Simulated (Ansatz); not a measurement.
Which YAML input does this script hand to the engine? (Ansatz 0.2.0 through its Python package)

`bands_tlbi3.py`:
```python
'''Band structure of TlBi3.'''

import sys

import ansatz as az
import numpy as np


def main() -> None:
    lattice = az.Lattice.of(
        [5.035145, 0.0, 0.0],
        [0.0, 5.035145, 0.0],
        [0.0, 0.0, 5.035145],
    )
    sites = [
        ('Tl', [0.0, 0.0, 0.0]),
        ('Bi', [0.0, 0.5, 0.5]),
        ('Bi', [0.5, 0.0, 0.5]),
        ('Bi', [0.5, 0.5, 0.0]),
    ]
    cell = az.Crystal(lattice=lattice)
    for symbol, position in sites:
        cell = cell.atom(symbol, position)

    # vertices of the path, as fractions of the reciprocal vectors
    path = [
        ('G', (0.0, 0.0, 0.0)),
        ('X', (0.0, 0.5, 0.0)),
        ('M', (0.5, 0.5, 0.0)),
        ('G', (0.0, 0.0, 0.0)),
        ('R', (0.5, 0.5, 0.5)),
        ('X', (0.0, 0.5, 0.0)),
    ]
    calc = (
        cell.calculation()
        .functional('lda')
        .kpoints(5)
        .occupations(az.OccupationsMethod.COLD, width=50 * az.meV)
        .band_structure([point for _, point in path], intervals=8)
        .scf(extra_bands=10)
    )
    try:
        out = calc.run(threads=1, backend='cpu')
    except az.NonConvergedError as error:
        sys.exit(f'no convergence: {error}')
    except az.RefusalError as error:
        sys.exit(f'input refused: {error}')
    data = out.report

    for key in ('converged', 'n_iterations', 'n_electrons', 'n_kpoints', 'n_pw', 'n_symmetry_ops', 'free_energy_ev', 'fermi_energy_ev'):
        print(f'{key:18s} {data[key]}')

    bands = out.band_structure()
    fermi = bands.fermi_energy_ev
    print(f'zero of the bands: {fermi:.3f} eV, the Fermi level found on the SCF mesh')
    for spin, channel in enumerate(bands.channels):
        levels = channel.eigenvalues_ev - fermi
        crossing = [b for b in range(levels.shape[1]) if levels[:, b].min() < 0 < levels[:, b].max()]
        print(f'channel {spin}: bands that cross the Fermi level on this path:', [b + 1 for b in crossing] or 'none')
        shown = crossing or sorted(np.argsort(np.abs(levels).min(axis=0))[:2])
        for k, row in zip(bands.kpoints_frac, levels[:, shown]):
            print(f'{k[0]:7.3f} {k[1]:7.3f} {k[2]:7.3f}  ', ' '.join(f'{e:8.3f}' for e in row))


if __name__ == '__main__':
    main()
```

```console
$ python bands_tlbi3.py
DeckWarning: basis.ecutwfc = 420 eV, auto-derived from the records' recommended cutoffs: set by Tl (normal level)
converged          True
n_iterations       7
n_electrons        58.0
n_kpoints          10
n_pw               2517
n_symmetry_ops     48
free_energy_ev     -47403.75193205766
fermi_energy_ev    10.455331978364052
zero of the bands: 10.455 eV, the Fermi level found on the SCF mesh
channel 0: bands that cross the Fermi level on this path: [28, 29, 30, 31]
  0.000   0.000   0.000      0.477    0.477    0.477    1.614
  0.000   0.062   0.000      0.416    0.442    0.442    1.492
  0.000   0.125   0.000      0.253    0.311    0.311    1.198
  0.000   0.188   0.000      0.039    0.048    0.048    0.851
  0.000   0.250   0.000     -0.320   -0.320   -0.182    0.534
  0.000   0.313   0.000     -0.738   -0.738   -0.377    0.311
  0.000   0.375   0.000     -1.158   -0.981   -0.528    0.287
  0.000   0.438   0.000     -1.529   -0.746   -0.622    0.587
  0.000   0.500   0.000     -1.715   -0.702   -0.654    0.913
  0.062   0.500   0.000     -1.690   -0.606   -0.429    0.829
  0.125   0.500   0.000     -1.614   -0.437    0.051    0.619
  0.188   0.500   0.000     -1.493   -0.473    0.193    0.774
  0.250   0.500   0.000     -1.331   -0.762   -0.151    0.881
  0.313   0.500   0.000     -1.141   -1.126   -0.525    0.421
  0.375   0.500   0.000     -1.466   -0.947   -0.881   -0.028
  0.438   0.500   0.000     -1.259   -1.183   -0.787   -0.444
  0.500   0.500   0.000     -1.333   -1.019   -0.722   -0.722
  0.438   0.438   0.000     -1.440   -1.020   -0.687   -0.392
  0.375   0.375   0.000     -1.848   -0.585   -0.333   -0.048
  0.313   0.313   0.000     -1.836   -0.422    0.264    0.474
  0.250   0.250   0.000     -1.713   -0.212    0.590    0.722
  0.188   0.188   0.000     -1.144    0.022    0.527    0.933
  0.125   0.125   0.000     -0.360    0.247    0.490    1.067
  0.062   0.062   0.000      0.268    0.414    0.483    1.364
  0.000   0.000   0.000      0.477    0.477    0.477    1.614
  0.062   0.062   0.062      0.242    0.242    0.554    1.185
  0.125   0.125   0.125     -0.349   -0.349    0.484    0.780
  0.188   0.188   0.188     -0.781   -0.781    0.181    1.142
  0.250   0.250   0.250     -0.409   -0.409   -0.313    1.571
  0.313   0.313   0.313     -1.652    0.569    0.569    2.172
  0.375   0.375   0.375     -2.952    1.728    1.728    2.729
  0.438   0.438   0.438     -3.975    2.789    2.789    3.175
  0.500   0.500   0.500     -4.425    3.231    3.231    3.351
  0.438   0.500   0.438     -4.136    2.841    3.131    3.179
  0.375   0.500   0.375     -3.464    1.883    2.654    2.845
  0.313   0.500   0.313     -2.609    0.798    1.822    2.405
  0.250   0.500   0.250     -1.672   -0.240    0.857    1.851
  0.188   0.500   0.188     -1.144   -0.797   -0.012    1.169
  0.125   0.500   0.125     -0.991   -0.644    0.215    0.426
  0.062   0.500   0.062     -1.517   -0.543   -0.267    0.736
  0.000   0.500   0.000     -1.715   -0.702   -0.654    0.913
```
(Warnings from the package without file and line.)

`input.yaml`:
```yaml
crystal:
  lattice:
    - [5.035145, 0.0, 0.0]
    - [0.0, 5.035145, 0.0]
    - [0.0, 0.0, 5.035145]
  atoms:
    - { symbol: Tl, position: [0.0, 0.0, 0.0] }
    - { symbol: Bi, position: [0.0, 0.5, 0.5] }
    - { symbol: Bi, position: [0.5, 0.0, 0.5] }
    - { symbol: Bi, position: [0.5, 0.5, 0.0] }
kpoints:
  mp_grid: { grid: [5, 5, 5] }
  band_path:
    path:
      - [0.0, 0.0, 0.0]
      - [0.0, 0.5, 0.0]
      - [0.5, 0.5, 0.0]
      - [0.0, 0.0, 0.0]
      - [0.5, 0.5, 0.5]
      - [0.0, 0.5, 0.0]
    npoints: 8
hamiltonian:
  xc: lda
scf:
  n_extra_bands: 10
  occupations: { method: cold, width: 0.05 }
```

The program run on that file:
```console
$ ansatz run input.yaml --threads 1 --pin off --max-ram 3072MiB --backend cpu --events-out ev --progress --plain --runs-dir out
scf.n_extra_bands = 10 over 29 filled bands (N_el = 58.0): the run solves 39 bands
Engine: ansatz 0.2.0, aarch64-unknown-linux-gnu
Pseudopotentials: kind: paw
Pseudopotential: Tl, paw, valence charge 13, recommended cutoff 420 eV (normal), Tl.paw.azcp
Pseudopotential: Bi, paw, valence charge 15, recommended cutoff 420 eV (normal), Bi.paw.azcp
Functional definition: SPW92
  exchange = slater_x
  correlation = pw_c
Crystal: 4 atoms, lattice volume = 127.654 Å³
Basis set: ecut = 420 eV, 2517 PW (Γ)
Bands: 39, of which v1, the nominal top of the filled ones, is band 29 counted from 1 (28 counted from 0)
Symmetry: 48 space group operations
Space group: Pm-3m (ITA 221), of the structure as read, at distance tolerance 5.0e-5 Å
k-points: 10 of 125
Non-local potential: Tl, projectors of the file, l = 0: 2, l = 1: 2, l = 2: 2, l = 3: 1
Non-local potential: Bi, projectors of the file, l = 0: 2, l = 1: 2, l = 2: 2, l = 3: 2
PAW form: soft (Blöchl's): semilocal exchange-correlation on the pseudo side does not see the compensation charge
PAW frozen core: Tl, regenerated for the run's functional, and the local potential with it (the file was generated under x = pbe(κ = 0.804, μ = 0.2195149727645171), c = pbe(β = 0.06672455060314922))
PAW frozen core: Bi, regenerated for the run's functional, and the local potential with it (the file was generated under x = pbe(κ = 0.804, μ = 0.2195149727645171), c = pbe(β = 0.06672455060314922))
PAW one-centre angular grid: Tl, 590 points (default); XC on 64 Gauss nodes
PAW one-centre angular grid: Bi, 590 points (default); XC on 64 Gauss nodes
Initial density: superposition of atomic densities (neutral atoms: chi_scale 0, normalization atom), corrected by the library's trained network
Initial wavefunctions: pseudopotential atomic-orbital guess
Functional: x = slater, c = lda
SCF iter   1: F=—  HF=-47403.758399 eV  |F-HF|=—  |Δ(HF+E_count)|=         —  Δρ=3.63e-3  dr2=1.64e-2  ethr=1.77e-3  ⟨swp⟩=7.9  Hψ=1894  notcnv=0  defer=13
preconditioner: auto → Kerker (q_TF=auto, 2.392 Å⁻¹)  [metal: Δε(μ)=0.021 eV  Ē_g=19.436 eV  σ=0.050 eV  W_gap=0.28  n_scr=26 (ndim 8)  ℏωp=25.0 eV  f_vac=0.000  D(μ)=11.57/eV (n_scr^D=146)]
SCF iter   2: F=—  HF=-47403.753638 eV  |F-HF|=—  |Δ(HF+E_count)|=   4.76e-3  S|Δr|=    0.00e0  Δρ=1.98e-3  dr2=5.38e-3  ethr=2.82e-5  ⟨swp⟩=2.2  Hψ=542  notcnv=0  defer=22
SCF iter   3: F=—  HF=-47403.752052 eV  |F-HF|=—  |Δ(HF+E_count)|=   1.59e-3  S|Δr|=    0.00e0  Δρ=3.95e-4  dr2=4.47e-4  ethr=9.28e-6  ⟨swp⟩=2.1  Hψ=503  notcnv=0  defer=22
SCF iter   4: F=—  HF=-47403.751919 eV  |F-HF|=—  |Δ(HF+E_count)|=   1.33e-4  S|Δr|=    0.00e0  Δρ=1.35e-4  dr2=3.92e-5  ethr=7.71e-7  ⟨swp⟩=2.7  Hψ=662  notcnv=0  defer=22
SCF iter   5: F=—  HF=-47403.751932 eV  |F-HF|=—  |Δ(HF+E_count)|=   1.28e-5  S|Δr|=    0.00e0  Δρ=3.60e-5  dr2=2.11e-6  ethr=6.76e-8  ⟨swp⟩=2.0  Hψ=395  notcnv=0  defer=22
SCF iter   6: F=—  HF=-47403.751932 eV  |F-HF|=—  |Δ(HF+E_count)|=   3.32e-7  S|Δr|=    0.00e0  Δρ=9.61e-6  dr2=2.12e-7  ethr=3.63e-9  ⟨swp⟩=1.6  Hψ=370  notcnv=0  defer=22
SCF iter   7: F=-47403.751932 eV  HF=-47403.751932 eV  |F-HF|=4.66e-9  |Δ(HF+E_count)|=   1.74e-9  S|Δr|=    0.00e0  Δρ=2.15e-6  dr2=8.81e-9  ethr=1.72e-10  ⟨swp⟩=8.9  Hψ=1487  notcnv=0
SCF 1 converged in 7 iterations: F = -47403.751932 eV  dr2 = 8.81e-9
  greatest PAW one-centre occupation: 0.988 electrons in one spin orbital (limit 2), on the Bi atom at site 2 (counted from 0), in its partial waves of l = 2
NSCF: frozen V_eff on 41 k-points
SCF converged after 7 iterations
Stability not checked: this state was not tested for a lower state beside it, because cold or Methfessel-Paxton smearing, or corrected tetrahedra, fill the levels in a way that the test cannot read (fill_not_monotonic; see scf.lower_state_search)
Free energy (F): -47403.751932 eV
Harris-Foulkes:  -47403.751932 eV  (|F-HF|=4.66e-9)
Internal energy: -47403.745011 eV  (E = F + TS)
E sigma→0 (E₀):  -47403.749625 eV
Entropy (-TS):   -0.006921 eV (-1.730 meV/atom)
Fermi energy:    10.455332 eV
--- Per-component energies (eV) ---
  E_band       = -291.809592
  E_kinetic    = 1240.267565
  E_local      = -5227.361220  (includes V_loc(G=0)·N_el)
  E_nonlocal   = 2012.113413
  E_hartree    = 1700.111672
  E_xc         = -680.132801
  E_vxc        = -576.474681  (∫ρ·V_xc dr)
  E_paw        = -40925.353641  (= ΣΔE_a)
  E_vpaw       = -1140.575023  (= ΣTr[D̂ρ^β])
  E_aug_tail   = -0.001523  (compensation charges beyond the density's cutoff)
  E_ewald      = -5523.232260
  E_core_change = -0.156215  (= ΣΔE_core)
  E_smearing   = -0.006921  (= −TS)
  E_closure    = 0.000000  (closes the sum)
  Σ components = -47403.751932   (vs F -47403.751932, Δ=0.00e0)
--- Band table (eV; the first three rows and the last of 10) ---
  k-point 0: bands = ["-12.4912", "-12.4912", "-12.4912", "-12.4783", "-12.4083", "-12.4083", "-12.3714", "-12.3714", "-12.3714", "-12.3661", "-12.3661", "-12.3030", "-12.2992", "-12.2992", "-12.2992", "-2.4919", "-0.9627", "-0.9627", "-0.8743", "-0.8743", "-0.8743", "0.8861", "0.8861", "5.1607", "6.6201", "6.6201", "6.6201", "10.9327", "10.9327", "10.9327", "12.0696", "12.0696", "12.0696", "15.0468", "15.3171", "15.3171", "16.4252", "16.4252", "16.4252"]
  k-point 1: bands = ["-12.4894", "-12.4739", "-12.4739", "-12.4684", "-12.4073", "-12.3992", "-12.3747", "-12.3732", "-12.3717", "-12.3717", "-12.3659", "-12.3176", "-12.3176", "-12.3113", "-12.2992", "-2.2914", "-0.9644", "-0.9415", "-0.8844", "-0.8844", "-0.8744", "0.4438", "0.8716", "4.7224", "6.9016", "6.9016", "7.8749", "10.4366", "10.4366", "10.4496", "11.2383", "11.9433", "11.9433", "15.0622", "15.6569", "15.8276", "15.8276", "16.4841", "16.5663"]
  k-point 2: bands = ["-12.4863", "-12.4463", "-12.4284", "-12.4284", "-12.4056", "-12.3950", "-12.3784", "-12.3774", "-12.3774", "-12.3762", "-12.3656", "-12.3595", "-12.3595", "-12.3307", "-12.2992", "-1.7573", "-1.0268", "-0.9061", "-0.9004", "-0.9004", "-0.8744", "-0.3854", "0.8470", "4.5039", "7.6710", "7.6710", "9.1393", "9.1393", "9.6031", "9.8825", "10.8245", "12.4217", "12.4217", "12.9296", "14.5764", "14.5764", "16.7023", "16.9365", "18.1370"]
  k-point 9: bands = ["-12.4509", "-12.4409", "-12.4409", "-12.4304", "-12.4304", "-12.4208", "-12.4177", "-12.3817", "-12.3701", "-12.3701", "-12.3579", "-12.3579", "-12.3179", "-12.3179", "-12.3064", "-1.1907", "-1.1111", "-1.1111", "-0.8563", "-0.8563", "-0.2356", "0.0696", "0.0696", "4.1263", "5.7419", "6.3107", "6.3107", "7.0499", "12.6387", "12.6387", "13.3847", "13.6405", "13.6405", "14.8009", "15.9541", "15.9541", "17.8732", "18.3750", "18.3750"]
```

Caveats:
- Absolute energies stand on the zero of these potentials, so only differences at equal settings mean something. A total without «per atom» is that of the cell as typed.
- The computed bands are complete only to about 6.0 eV above the Fermi level.
- For a metal this k-point mesh is coarse: on a finer one energies can move by several to tens of meV an atom and pressures by half a GPa or more, differences at one mesh by less.
- Only differences from the Fermi energy are physical; the zero of the scale is a convention.
- Spin-orbit coupling, which matters for elements this heavy, is left out.
- This cell is a computed structure, which may not be the phase found in nature.
- Gaps and levels are Kohn-Sham values on a finite set of k-points, without spin-orbit coupling.
- Finished in 7.6 s on 1 thread of Arm Neoverse V2 (shared host), peak memory 0.42 GiB.

(Lines on the test bed's own set-up are left out of the output.)
